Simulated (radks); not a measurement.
# Zr⁴⁺ in [Kr]: an all-electron calculation

What are the levels of the zirconium ion Zr4+, how large are its shells, and how does its energy divide?

The numbers are computed with radks (a radial shooting solver on a logarithmic mesh, Libxc functionals) version 1 (Dirac Kohn-Sham, exchange-only LDA, spin-unpolarised, spherical densities, point nucleus), except any that are marked as measured or tabulated.

### 1 The atom as given

```
element       : zirconium (Z = 40)
charge        : +4
electrons     : 36
configuration : [Kr]
```

Outer shells as boxes (Hund's rule):

Zr⁴⁺
```
[Ar] core
3d [↑↓][↑↓][↑↓][↑↓][↑↓]
4s [↑↓]
4p [↑↓][↑↓][↑↓]
```

### 2 The calculation

Input:

```text
Z 40
configuration [Kr] 5s0 4d0
relativity Dirac
functional lda,
spin unpolarised
j_filling average
nucleus point
c 137.035999084
```

Started as:

```
$ python run_ks.py task.json out
```

This one command runs every case of the session in turn.

**Question.** What will this run give?

As calculated:

```
                        quantity                   value
                    total energy     -3588.68021 hartree
exchange-correlation share of it                  2.94 %
                            −T/E                  1.0339
          highest occupied level       4p3/2, -70.572 eV
    most extended occupied level  4p3/2, <r> = 1.33 bohr
 radius at density 0.001 e/bohr³               2.90 bohr
    maxima of the radial density                       3
         ionisation energy, NIST    80.35 (semi-emp.) eV
```

**Reading.** The radial density shows 3 maxima for 4 occupied principal shells; where shells overlap, one shows as a shoulder or not at all. Relativity lifts −T/E to 1.034. Minus the highest eigenvalue, 70.572 eV, is 88 % of the tabulated ionisation energy (80.35 eV); the potential of a semilocal functional falls off too fast, so its top eigenvalue is too shallow. 
